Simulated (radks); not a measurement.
**Valence configurations of Eu**

Aim: which of several valence configurations of Eu lies lowest at this level, and whether it is the one NIST lists ([Xe] 4f7 6s2).

The numbers are computed with radks (a radial shooting solver on a logarithmic mesh, Libxc functionals) version 1 (scalar-relativistic Kohn-Sham, r2SCAN, spin-polarised, spherical densities, finite nucleus; open shells are filled with parallel spins first), except any that are marked as measured or tabulated.

## 1. The atom as given

```
element            : europium (Z = 63)
charge             : 0
electrons          : 63
configuration      : [Xe] 4f7 6s2
nuclear rms radius : 5.1115 fm
others tried       : 4f7 6s1 6p1; 4f5 6s2 6p2; 4f6 5d1 6s2; 4f7 5d1 6s1; 4f5 6s1 6p3; 4f8 6s1; 4f5 5d1 6p3; 4f5 5d2 6s2; 4f6 6s1 6p2
```

Outer shells as boxes (Hund's rule):

Eu
```
[Xe] core
4f [↑ ][↑ ][↑ ][↑ ][↑ ][↑ ][↑ ]
6s [↑↓]
```

## 2. [Xe] 4f7 6s2

Settings of this run:

```text
Z 63
configuration [Xe] 4f7 6s2
relativity scalar-relativistic
functional r2scan,r2scan
spin polarised
nucleus finite rms 5.1115 fm
c 137.035999084
```

## 3. [Xe] 4f7 6s1 6p1

Settings, as their differences from step 2:

```diff
@@ -1,3 +1,3 @@
 Z 63
-configuration [Xe] 4f7 6s2
+configuration [Xe] 4f7 6s1 6p1
 relativity scalar-relativistic
```

## 4. [Xe] 4f5 6s2 6p2

Settings, as their differences from step 3:

```diff
@@ -1,3 +1,3 @@
 Z 63
-configuration [Xe] 4f7 6s1 6p1
+configuration [Xe] 4f5 6s2 6p2
 relativity scalar-relativistic
```

## 5. [Xe] 4f6 5d1 6s2

Settings, as their differences from step 4:

```diff
@@ -1,3 +1,3 @@
 Z 63
-configuration [Xe] 4f5 6s2 6p2
+configuration [Xe] 4f6 5d1 6s2
 relativity scalar-relativistic
```

## 6. [Xe] 4f7 5d1 6s1

Settings, as their differences from step 5:

```diff
@@ -1,3 +1,3 @@
 Z 63
-configuration [Xe] 4f6 5d1 6s2
+configuration [Xe] 4f7 5d1 6s1
 relativity scalar-relativistic
```

## 7. [Xe] 4f5 6s1 6p3

Settings, as their differences from step 6:

```diff
@@ -1,3 +1,3 @@
 Z 63
-configuration [Xe] 4f7 5d1 6s1
+configuration [Xe] 4f5 6s1 6p3
 relativity scalar-relativistic
```

## 8. [Xe] 4f8 6s1

Settings, as their differences from step 7:

```diff
@@ -1,3 +1,3 @@
 Z 63
-configuration [Xe] 4f5 6s1 6p3
+configuration [Xe] 4f8 6s1
 relativity scalar-relativistic
```

## 9. [Xe] 4f5 5d1 6p3

Settings, as their differences from step 8:

```diff
@@ -1,3 +1,3 @@
 Z 63
-configuration [Xe] 4f8 6s1
+configuration [Xe] 4f5 5d1 6p3
 relativity scalar-relativistic
```

## 10. [Xe] 4f5 5d2 6s2

Settings, as their differences from step 9:

```diff
@@ -1,3 +1,3 @@
 Z 63
-configuration [Xe] 4f5 5d1 6p3
+configuration [Xe] 4f5 5d2 6s2
 relativity scalar-relativistic
```

## 11. [Xe] 4f6 6s1 6p2

Settings, as their differences from step 10:

```diff
@@ -1,3 +1,3 @@
 Z 63
-configuration [Xe] 4f5 5d2 6s2
+configuration [Xe] 4f6 6s1 6p2
 relativity scalar-relativistic
```

Before running it: what results should come out? Wanted: for each run, valence; E − E(NIST configuration); moment; highest level; its energy; 1s shift.

As calculated:

```
    valence  E − E(NIST configuration) (eV)  moment (μB)  highest level  its energy (eV)  1s shift (eV)
    4f7 6s2                           0.000            7        6s down           -3.465          +0.00
4f7 5d1 6s1                           1.164            9          5d up           -1.253          +1.38
4f7 6s1 6p1                           1.448            9          6p up           -2.092          -0.95
4f6 5d1 6s2                           4.994            7          5d up           -3.121          -6.83
4f6 6s1 6p2                           8.665            9          6p up           -3.137         -10.83
4f5 5d2 6s2                          14.806            7        6s down           -3.846         -14.36
4f5 6s2 6p2                          22.790            7          6p up           -3.610         -21.56
4f5 5d1 6p3                          23.702            9          6p up           -3.708         -19.83
4f5 6s1 6p3                          24.468            9          6p up           -4.165         -22.15
```

In words: Theory agrees with NIST among these: the next, 4f7 5d1 6s1, lies 1.164 eV higher. The energies are those of spherical high-spin densities, not of single terms. The 1s eigenvalue shifts by up to 22.15 eV as the valence charge is rearranged.
